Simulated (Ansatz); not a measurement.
# ClH₃NO₂Ta: a ladder of functionals and wavefunction methods

One table from this session's results is given with a row withheld; the runs are named, their logs left out.

Computed with Ansatz 0.2.0, Gaussian basis. Level: functionals in def2-TZVPP, the program's frozen cores in correlated methods.

Plan: LDA (SPW92), PBE-D4, revPBE-D4, BLYP-D4, r2SCAN-D4, B97M-V, PBE0-D4, B3LYP-D4, r2SCANh-D4, r2SCAN0-D4, HSE06-D4, BHLYP-D4, CAM-B3LYP-D4, LC-ωPBE, ωB97X-V, ωB97M-V, B2PLYP, PBE-QIDH; CCSD(T)/def2-SVP; CCSD(T)/def2-TZVPP.

## The geometry

All runs share one geometry, relaxed beforehand with PBE0-D4 in a triple-zeta def2 set. Ta takes the def2 core potential; no spin-orbit term is included.

SMILES `[NH]=[Ta]([OH])([OH])[Cl]`, 8 atoms, charge 0, spin multiplicity 1.

Atoms are counted from 1 here; the program's logs count them from 0.

Bond lengths: N1–Ta2 1.760 Å, N1–H6 1.006 Å, Ta2–O3 1.900 Å, Ta2–O4 1.900 Å, Ta2–Cl5 2.324 Å, O3–H7 0.957 Å, O4–H8 0.957 Å. Angles: Ta2–N1–H6 178.3°, N1–Ta2–O3 108.9°, N1–Ta2–O4 108.9°, N1–Ta2–Cl5 109.1°, O3–Ta2–O4 108.7°, O3–Ta2–Cl5 110.6°, O4–Ta2–Cl5 110.6°, Ta2–O3–H7 130.0°, Ta2–O4–H8 130.0°.

Set-up of the first run:

in.yaml reads:

```yaml
crystal:
  periodic: [false, false, false]
  atoms:
    - {symbol: N, position_ang: [-0.826899, 0.881897, 0.863543]}
    - {symbol: Ta, position_ang: [0.123901, 0.078154, -0.380850]}
    - {symbol: O, position_ang: [1.873236, -0.238215, 0.288915]}
    - {symbol: O, position_ang: [-0.682114, -1.593120, -0.788318]}
    - {symbol: Cl, position_ang: [0.203698, 1.429506, -2.269683]}
    - {symbol: H, position_ang: [-1.374372, 1.364479, 1.555347]}
    - {symbol: H, position_ang: [2.263425, 0.004790, 1.128376]}
    - {symbol: H, position_ang: [-1.488676, -1.984491, -0.453228]}
basis:
  gaussian: {orbitals: def2-TZVPP}
hamiltonian: {xc: lda}
output: {orbitals: {seedname: orbitals}}
```

The run is started by

```bash
$ ansatz run in.yaml --threads 2 --pin off --events-out ev --progress --plain --max-ram 32768MiB --backend cpu
```

Among the steps run: LDA; PBE-D4 (GGA); revPBE-D4 (GGA); BLYP-D4 (GGA); r2SCAN-D4 (meta-GGA); B97M-V (meta-GGA); B3LYP-D4 (hybrid); r2SCANh-D4 (hybrid); r2SCAN0-D4 (hybrid); HSE06-D4 (hybrid); BHLYP-D4 (hybrid); CAM-B3LYP-D4 (range-separated); LC-ωPBE (range-separated); ωB97X-V (range-separated); ωB97M-V (range-separated); B2PLYP (double hybrid); PBE-QIDH (double hybrid).

One table of the session follows, with a row left open; its other results are not shown here.

It belongs to the step «Orbital energies across the functionals». 

```
  functional  HOMO (eV)  gap (eV)
 LDA (SPW92)      -6.81      5.04
      PBE-D4      -6.61      5.10
   revPBE-D4      -6.53      5.13
     BLYP-D4          ?         ?
   r2SCAN-D4      -6.90      5.55
      B97M-V      -6.90      5.60
     PBE0-D4      -7.96      7.28
    B3LYP-D4      -7.69      6.78
  r2SCANh-D4      -7.41      6.36
  r2SCAN0-D4      -8.16      7.59
    HSE06-D4      -7.55      6.50
    BHLYP-D4      -9.15      9.45
CAM-B3LYP-D4      -9.31      9.73
     LC-ωPBE     -10.71     12.32
     ωB97X-V     -10.33     11.84
     ωB97M-V     -10.22     11.35
```

Estimate the missing values for BLYP-D4.

Worked estimate for «HOMO (eV)». Against the share of exact exchange, B3LYP-D4 (0.2, -7.69), BHLYP-D4 (0.5, -9.15) give a slope of -4.87 per unit share; at 0 the line stands at -6.72.

The run gave: HOMO (eV): -6.45; gap (eV): 5.04. In «HOMO (eV)» the line misses by -0.27.
